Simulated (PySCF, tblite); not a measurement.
**C₅H₁₁GeP: geometry, infrared bands and NMR shifts**

Aim: predict the infrared bands and NMR shifts of C₅H₁₁GeP (`[CH3][Ge]([CH3])([CH3])[P]1C=C1`).

Computed with tblite 0.8.0 and PySCF 2.14.0, with density-fitted response routines of our own, on a single molecule in the gas phase. Atoms count from 0, in the outputs and in this text.

## 1. Starting geometry

18 atoms, charge 0, multiplicity 1; geometry from: force field or distance geometry start.

Bonds of the start (Å): C0–Ge1 1.94, Ge1–C2 1.93, Ge1–C3 1.95, Ge1–P4 2.29, P4–C5 1.72, C5–C6 1.47, C6–P4 1.73, C0–H7 1.10, C0–H8 1.11, C0–H9 1.11, C2–H10 1.12, C2–H11 1.12, C2–H12 1.12, C3–H13 1.12, C3–H14 1.12, C3–H15 1.12, C5–H16 1.09, C6–H17 1.08.

## 2. Geometry optimisation with GFN2-xTB

What the job is given:

```
{"job": {"kind": "relax", "xc": "GFN2-xTB", "basis": "xTB"}, "charge": 0, "multiplicity": 1}
C     -0.202900    -1.087400    -1.509200
Ge    -0.404900     0.154700    -0.026700
C     -2.156700     0.954000    -0.092000
C     -0.236600    -0.822900     1.646700
P      1.170400     1.811400    -0.131000
C      2.385500     0.905900     0.679200
C      2.402500     0.791900    -0.788400
H      0.766800    -1.608600    -1.428300
H     -1.031600    -1.828500    -1.477800
H     -0.258400    -0.521000    -2.457700
H     -2.278500     1.510300    -1.051500
H     -2.941400     0.159800    -0.035800
H     -2.294600     1.658700     0.766500
H      0.740800    -1.364000     1.677000
H     -0.295700    -0.112000     2.507900
H     -1.064100    -1.566100     1.744100
H      2.833800     0.622000     1.632200
H      2.856900     0.348400    -1.666800
```

The run is started by

```sh
> OMP_NUM_THREADS=1 python probes_run.py task.json out
```

This one command runs all jobs of the session in turn.

**Question.** This job is followed by: GFN2-xTB harmonic vibrations, gas phase; GIAO PBE0/pcSseg-1 NMR shielding, non-relativistic, gas phase. Predict these results of the whole session: strongest single infrared mode (GFN2-xTB); zero-point energy (GFN2-xTB); 13C shifts against TMS (PBE0/pcSseg-1, means over atoms taken as alike); 1H shifts against TMS (PBE0/pcSseg-1, means over atoms taken as alike); 73Ge shifts against GeMe4 (PBE0/pcSseg-1); 31P shifts against H3PO4 (PBE0/pcSseg-1).

**Answer**, as computed:

| quantity | value |
| --- | --- |
| strongest single infrared mode (GFN2-xTB) | 793 cm⁻¹, 266 km/mol |
| zero-point energy (GFN2-xTB) | 86.2 kcal/mol |
| 13C shifts against TMS (PBE0/pcSseg-1, means over atoms taken as alike) | 124.7, -1.7 ppm |
| 1H shifts against TMS (PBE0/pcSseg-1, means over atoms taken as alike) | 8.09, 0.09 ppm |
| 73Ge shifts against GeMe4 (PBE0/pcSseg-1) | -18 ppm |
| 31P shifts against H3PO4 (PBE0/pcSseg-1) | -241.6 ppm |

Relaxing lowered the energy by 1.403 eV in 58 steps; the close pair that moved most is C5–C6, from 1.472 to 1.300 Å. No mode is imaginary among the 48: a minimum at this level. Unscaled tight-binding wavenumbers are off by several per cent, some by more. Its intensities can rank the bands wrongly. The most deshielded carbon is C5, C6 (mean) (alkene CH), at 124.7 ppm: as expected for a trigonal carbon in a double bond. At PBE0/pcSseg-1: The widest tensor belongs to P4: span 854 ppm, with a paramagnetic part of -404 ppm. Spin-orbit coupling is left out, which matters for shieldings and couplings at and beside the heavy atoms.
